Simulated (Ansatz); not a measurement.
# CH6B2BrN: one species, many methods

Aim: compute CH6B2BrN with functionals from several rungs and with coupled cluster, and see how far each lands from CCSD(T) at the basis-set limit for the atomisation energy.

The runs use Ansatz 0.2.0, Gaussian basis; functionals in def2-TZVPP, the program's frozen cores in correlated methods.

Plan: LDA (SPW92), PBE-D4, revPBE-D4, BLYP-D4, r2SCAN-D4, B97M-V, PBE0-D4, B3LYP-D4, r2SCANh-D4, r2SCAN0-D4, HSE06-D4, BHLYP-D4, CAM-B3LYP-D4, LC-ωPBE, ωB97X-V, ωB97M-V, B2PLYP, PBE-QIDH; CCSD(T)/def2-SVP; CCSD(T)/def2-TZVPP; MP2/def2-QZVPP; extrapolation to the limit; RPA on PBE.

### 1 Structure used throughout

An earlier PBE0-D4 in a triple-zeta def2 set relaxation fixed the geometry.

SMILES `CBB(N)Br`, 11 atoms, charge 0, spin multiplicity 1.

Atoms are counted from 1 here; the program's logs count them from 0.

Bond lengths: C1–B2 1.559 Å, C1–H6 1.103 Å, C1–H7 1.093 Å, C1–H8 1.091 Å, B2–B3 1.672 Å, B2–H9 1.204 Å, B3–N4 1.383 Å, B3–Br5 1.965 Å, N4–H10 1.007 Å, N4–H11 1.006 Å. Angles: B2–C1–H6 104.4°, B2–C1–H7 113.8°, B2–C1–H8 115.9°, H6–C1–H7 105.1°, H6–C1–H8 106.9°, H7–C1–H8 109.9°, C1–B2–B3 123.9°, C1–B2–H9 117.6°, B3–B2–H9 118.4°, B2–B3–N4 134.1°, B2–B3–Br5 108.4°, N4–B3–Br5 117.5°, B3–N4–H10 123.1°, B3–N4–H11 122.6°, H10–N4–H11 114.3°.

### 2 LDA

This LDA is Slater exchange with PW92 correlation.

Input file in.yaml:

```yaml
crystal:
  periodic: [false, false, false]
  atoms:
    - {symbol: C, position_ang: [-0.743404, 0.753069, -1.446055]}
    - {symbol: B, position_ang: [-0.847561, 0.147972, -0.013273]}
    - {symbol: B, position_ang: [0.471564, -0.172513, 0.962226]}
    - {symbol: N, position_ang: [1.291533, -1.272125, 1.140935]}
    - {symbol: Br, position_ang: [0.848352, 1.426550, 2.040098]}
    - {symbol: H, position_ang: [-0.919187, -0.103735, -2.118657]}
    - {symbol: H, position_ang: [-1.536398, 1.467332, -1.681129]}
    - {symbol: H, position_ang: [0.226314, 1.174005, -1.715608]}
    - {symbol: H, position_ang: [-1.948695, -0.060560, 0.425639]}
    - {symbol: H, position_ang: [2.057969, -1.286627, 1.793797]}
    - {symbol: H, position_ang: [1.164713, -2.130568, 0.632729]}
basis:
  gaussian: {orbitals: def2-TZVPP}
hamiltonian: {xc: lda}
output: {orbitals: {seedname: orbitals}}
```

Command:

```
$ ansatz run in.yaml --threads 4 --pin off --events-out ev --progress --plain --max-ram 10444MiB
```

After this run come: PBE-D4 (GGA); revPBE-D4 (GGA); BLYP-D4 (GGA); r2SCAN-D4 (meta-GGA); B97M-V (meta-GGA); B3LYP-D4 (hybrid); r2SCANh-D4 (hybrid); r2SCAN0-D4 (hybrid); HSE06-D4 (hybrid); BHLYP-D4 (hybrid); CAM-B3LYP-D4 (range-separated); LC-ωPBE (range-separated); ωB97X-V (range-separated); ωB97M-V (range-separated); B2PLYP (double hybrid); PBE-QIDH (double hybrid); CCSD(T) in def2-SVP; CCSD(T) in def2-TZVPP; MP2 in def2-QZVPP; RPA on PBE orbitals.

Q: Predict the results of all the runs planned. Wanted: atomisation energy, CCSD(T)/CBS; farthest beyond LDA; mean size of error, GGA; mean size of error, meta-GGA; mean size of error, hybrid; mean size of error, range-separated; mean size of error, double hybrid; gap, smallest and largest; T1 diagnostic.

As calculated:

| quantity | value |
| --- | --- |
| atomisation energy, CCSD(T)/CBS | 42.115 eV |
| functionals within 0.421 eV (1.0 %) | revPBE-D4, BLYP-D4, B97M-V, B3LYP-D4, r2SCANh-D4, r2SCAN0-D4, LC-ωPBE, ωB97X-V, ωB97M-V, B2PLYP, PBE-QIDH |
| farthest beyond LDA | PBE-D4 (+1.134 eV) |
| mean size of error, GGA | 0.476 eV |
| mean size of error, meta-GGA | 0.436 eV |
| mean size of error, hybrid | 0.400 eV |
| mean size of error, range-separated | 0.299 eV |
| mean size of error, double hybrid | 0.136 eV |
| gap, smallest and largest | 3.97 eV (LDA (SPW92)), 11.32 eV (LC-ωPBE) |
| T1 diagnostic | 0.0105 |
| triples share of the correlation energy | 3.7 % |

The LDA atomisation energy is off by 5.998 eV (14 %): it overbinds. PBE-D4 misses by +1.134 eV. Double hybrids carry the basis error of their MP2 part in triple zeta, and no dispersion term here, so their miss is partly the set-up's. The rungs double hybrid, range-separated, hybrid miss on average by less than the doubt on the reference (0.421 eV), so they tie. The reference freezes the cores and leaves out relativity and excitations past (T), and its outer-core shells are covered unevenly, so misses under about 0.421 eV can't be ranked. All levels share the lack of spin-orbit coupling, which lowers the free heavy atoms and so the true binding. Hartree-Fock recovers 76 % of the binding; the rest is correlation. CCSD(T) in def2-SVP is off by -1.966 eV, more than most functionals: a good method in a small basis is no reference. The gap grows from 4.0 to 11.3 eV across the functionals, mostly with the share of exact exchange. Correlated methods include outer-core shells of Br, which these sets cover unevenly.
